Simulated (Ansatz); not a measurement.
# AlCl3 (singlet): wave-function methods side by side at a displaced geometry (v1), cc-pVDZ

Aim: climb from Hartree-Fock through coupled cluster and multireference methods for AlCl3 (singlet) at one geometry and basis, and see what each rung misses.

Computed with Ansatz 0.2.0, Gaussian basis. Level: cc-pVDZ, core rule «outside noble gas», up to 20 orbitals frozen.

The runs, in order: UHF; CCSD(T) on RHF; BCCD(T) on RHF; CISD; CCSDT(Q) on RHF; CASSCF and NEVPT2, 8 electrons in 8 orbitals.

10 further runs of the same task are left out: 6 that didn't finish, 4 set aside as unsound or not needed.

### 1 The system

The geometry is a PBE0/def2-TZVP stationary point (not a proven minimum) with its atoms shifted at random (size 0.040 Å).

4 atoms, charge 0, spin multiplicity 1.

Atoms are counted from 1 here; the program's logs count them from 0.

Bond lengths: Al1–Cl2 2.069 Å, Al1–Cl3 2.085 Å, Al1–Cl4 2.115 Å. Angles: Cl2–Al1–Cl3 118.7°, Cl2–Al1–Cl4 120.6°, Cl3–Al1–Cl4 120.6°.

### 2 UHF

in.yaml reads:

```yaml
crystal:
  periodic: [false, false, false]
  atoms:
    - {symbol: Al, position_ang: [0.002486, -0.001962, 0.023633]}
    - {symbol: Cl, position_ang: [2.071373, -0.005019, 0.015979]}
    - {symbol: Cl, position_ang: [-0.996573, 1.827096, -0.033834]}
    - {symbol: Cl, position_ang: [-1.076692, -1.820583, -0.000131]}
basis:
  gaussian: {orbitals: cc-pVDZ}
magnetization: {spin_polarized: true, initial_magnetization: 0}
hamiltonian: {xc: hf}
output: {orbitals: {seedname: orbitals}}
```

Command:

```console
$ ansatz run in.yaml --threads 1 --pin off --events-out ev --progress --plain --max-ram 2393MiB
```

Further steps of the session: CCSD(T) on RHF; BCCD(T) on RHF; CISD; CCSDT(Q) on RHF; CASSCF and NEVPT2, 8 electrons in 8 orbitals.

Q: Predict the results of all the runs planned. Wanted: RCCSDT(Q) below the RHF energy; RMP2 from RCCSDT(Q); RCCSD from RCCSDT(Q); RCCSD(T) from RCCSDT(Q); NEVPT2 frontier from RCCSDT(Q); T1 diagnostic.

**Answer**, as computed:

| quantity | value |
| --- | --- |
| RCCSDT(Q) below the RHF energy | -13.6201 eV |
| RMP2 from RCCSDT(Q) | +30.00 kcal/mol |
| RCCSD from RCCSDT(Q) | +7.58 kcal/mol |
| RCCSD(T) from RCCSDT(Q) | +1.15 kcal/mol |
| NEVPT2 frontier from RCCSDT(Q) | +35.51 kcal/mol |
| levels within 1 kcal/mol (43 meV) | RCCSDT |
| T1 diagnostic | 0.009 |

What this shows: RCCSD(T) misses by +1.15 kcal/mol, 0.4 % of the correlation energy. These misses are within one basis, not against nature.
